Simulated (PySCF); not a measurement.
# C2H3BBrN: the cost of one run

Computed with PySCF 2.14.0, with density-fitted response routines of our own, on a single molecule in the gas phase. Atoms are numbered from 0 throughout.

## 1. The starting structure

8 atoms, charge 0, multiplicity 1; geometry from: GFN2-xTB. The atoms were then displaced at random by about 0.01 Å, so the start is not that level's minimum.

Bonds of the start (Å): C0–C1 1.23, C1–B2 1.53, B2–N3 1.35, B2–Br4 1.89, C0–H5 1.03, N3–H6 1.00, N3–H7 1.03.

## 2. Optimising the geometry at PBE0-D3(BJ)/def2-SVP

Job settings and geometry (Å):

```
{"job": {"xc": "PBE0", "basis": "def2-SVP", "d3": "d3bj", "grid": 1, "shake": 0.01, "kind": "geom"}, "charge": 0, "multiplicity": 1}
C      2.201760     0.367200     0.109700
C      0.979070     0.318730    -0.000180
B     -0.541590     0.309460    -0.160760
N     -1.244710    -0.814250     0.108610
Br    -1.423890     1.884030    -0.736830
H      3.223370     0.447310     0.198190
H     -0.874090    -1.691330     0.419230
H     -2.264800    -0.840290     0.009580
```

Launch:

```
$ OMP_NUM_THREADS=1 python probes_run.py task.json out
```

One launch serves the whole session: the jobs run in the order shown.

**Question.** How long does this first job take on 1 thread of Arm Neoverse V1, shared host, and how much memory does it need?

About 30 s, with a peak of 0.42 GiB.
